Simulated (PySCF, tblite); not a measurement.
# C4H6O2Si: geometry, infrared bands and NMR shifts

Wanted: the infrared bands and NMR shifts of C4H6O2Si (`O=C1OCC=C1[SiH3]`), by calculation.

Computed with tblite 0.8.0 and PySCF 2.14.0, with density-fitted response routines of our own, on a single molecule in the gas phase. Atoms count from 0, in the outputs and in this text.

## Step 1: The starting structure

13 atoms, charge 0, multiplicity 1; geometry from: force field or distance geometry start.

Bonds of the start (Å): O0–C1 1.22, C1–O2 1.35, O2–C3 1.41, C3–C4 1.48, C4–C5 1.33, C5–Si6 1.79, C5–C1 1.47, C3–H7 1.10, C3–H8 1.09, C4–H9 1.08, Si6–H10 1.49, Si6–H11 1.48, Si6–H12 1.47.

## Step 2: Geometry optimisation with GFN2-xTB

The job: settings as JSON, then the geometry in Å.

```
{"job": {"kind": "relax", "xc": "GFN2-xTB", "basis": "xTB"}, "charge": 0, "multiplicity": 1}
O      0.196000     2.340000    -0.584100
C     -0.366200     1.290200    -0.342400
O     -1.702100     1.092800    -0.316300
C     -1.998300    -0.250600     0.003400
C     -0.670900    -0.870100     0.205900
C      0.298500     0.020500    -0.002000
Si     2.084400    -0.112400     0.076300
H     -2.589300    -0.284900     0.931400
H     -2.546400    -0.727000    -0.806900
H     -0.534100    -1.909200     0.466500
H      2.449300    -1.512700     0.436900
H      2.658000     0.755100     1.133300
H      2.716700     0.168800    -1.219900
```

Started as:

```sh
$ OMP_NUM_THREADS=1 python probes_run.py task.json out
```

One launch serves the whole session: the jobs run in the order shown.

**Question.** This job is followed by: GFN2-xTB harmonic vibrations, gas phase; GIAO PBE0/pcSseg-1 NMR shielding, non-relativistic, gas phase. Predict these results of the whole session: strongest single infrared mode (GFN2-xTB); zero-point energy (GFN2-xTB); ¹³C shifts against TMS (PBE0/pcSseg-1); ¹H shifts against TMS (PBE0/pcSseg-1, means over atoms taken as alike); ¹⁷O shifts against H2O (PBE0/pcSseg-1); ²⁹Si shifts against TMS (PBE0/pcSseg-1).

**Answer**, as computed:

| quantity | value |
| --- | --- |
| strongest single infrared mode (GFN2-xTB) | 1789 cm⁻¹, 466 km/mol |
| zero-point energy (GFN2-xTB) | 53.9 kcal/mol |
| ¹³C shifts against TMS (PBE0/pcSseg-1) | 180.1, 170.1, 137.3, 76.5 ppm |
| ¹H shifts against TMS (PBE0/pcSseg-1, means over atoms taken as alike) | 7.81, 5.00, 4.27 ppm |
| ¹⁷O shifts against H2O (PBE0/pcSseg-1) | 419.2, 213.9 ppm |
| ²⁹Si shifts against TMS (PBE0/pcSseg-1) | -83.4 ppm |

In words: Over 34 steps the energy fell by 0.159 eV; of the close pairs, C5–Si6 changed most, 1.793 to 1.879 Å. No mode is imaginary among the 33: a minimum at this level. The strongest single mode, at 1789 cm⁻¹, moves mainly C1 and O0. Unscaled tight-binding wavenumbers are off by several per cent, some by more. Its intensities can rank the bands wrongly. The most deshielded carbon is C1 (ester carbonyl carbon), at 180.1 ppm: it is a carbonyl in resonance with an O or N lone pair, the region of acids, esters and amides. The most deshielded hydrogen is H9 (hydrogen on a β carbon of a C=C–C=O unit), at 7.81 ppm: attached to an sp2 carbon and in the plane of the double bond. At PBE0/pcSseg-1: Shielding is most anisotropic at O0 (span 640 ppm, paramagnetic term -483 ppm).
